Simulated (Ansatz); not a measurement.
# Cl3HOTi: small, medium and large basis sets

One table from this session's results is given with a row withheld; the runs are named, their logs left out.

Computed with Ansatz 0.2.0, Gaussian basis. Level: one geometry, several basis sets.

The runs, in order: PBE0-D4/def2-SVP; ωB97M-V/def2-SVP; PBE0-D4/def2-QZVPP; ωB97M-V/def2-QZVPP; the functionals' def2-TZVPP values are taken from earlier runs.

### The geometry

The geometry comes from an earlier relaxation with PBE0-D4 in a triple-zeta def2 set; it is a stationary point.

SMILES `[OH][Ti]([Cl])([Cl])[Cl]`, 6 atoms, charge 0, spin multiplicity 1.

Atoms are counted from 1 here; the program's logs count them from 0.

Bond lengths: O1–Ti2 1.745 Å, O1–H6 0.958 Å, Ti2–Cl3 2.180 Å, Ti2–Cl4 2.179 Å, Ti2–Cl5 2.179 Å. Angles: Ti2–O1–H6 146.7°, O1–Ti2–Cl3 109.5°, O1–Ti2–Cl4 109.1°, O1–Ti2–Cl5 109.1°, Cl3–Ti2–Cl4 110.3°, Cl3–Ti2–Cl5 110.3°, Cl4–Ti2–Cl5 108.5°.

Set-up of the first run:

The input, in.yaml:

```yaml
crystal:
  periodic: [false, false, false]
  atoms:
    - {symbol: O, position_ang: [-0.647879, 0.492350, 1.113319]}
    - {symbol: Ti, position_ang: [0.244393, -0.200434, -0.216534]}
    - {symbol: Cl, position_ang: [1.808781, -1.504665, 0.559568]}
    - {symbol: Cl, position_ang: [-1.122563, -1.330562, -1.482344]}
    - {symbol: Cl, position_ang: [1.118457, 1.404561, -1.403061]}
    - {symbol: H, position_ang: [-1.359289, 1.074550, 1.382953]}
basis:
  gaussian: {orbitals: def2-SVP}
hamiltonian: {xc: pbe0, dispersion: d4}
output: {orbitals: {seedname: orbitals}}
```

Launch:

```
> ansatz run in.yaml --threads 4 --pin off --events-out ev --progress --plain --max-ram 10444MiB
```

Steps of the session up to this table: PBE0-D4 in def2-SVP; ωB97M-V in def2-SVP; PBE0-D4 in def2-QZVPP; ωB97M-V in def2-QZVPP.

One table of the session follows, with a row left open; its other results are not shown here.

It belongs to the step «Density functionals: the series». 

```
functional       basis  HOMO (eV)  LUMO (eV)
   PBE0-D4    def2-SVP      -9.10      -3.25
   PBE0-D4  def2-TZVPP      -9.25      -3.24
   PBE0-D4  def2-QZVPP      -9.28      -3.26
   ωB97M-V    def2-SVP     -11.20      -1.04
   ωB97M-V  def2-TZVPP          ?          ?
   ωB97M-V  def2-QZVPP     -11.45      -1.13
```

Q: Estimate the row for ωB97M-V, def2-TZVPP from the others.

**Answer.** HOMO (eV): -11.42; LUMO (eV): -1.08. In the column «HOMO (eV)» it lies between ωB97M-V, def2-QZVPP (-11.45) and ωB97M-V, def2-SVP (-11.20).
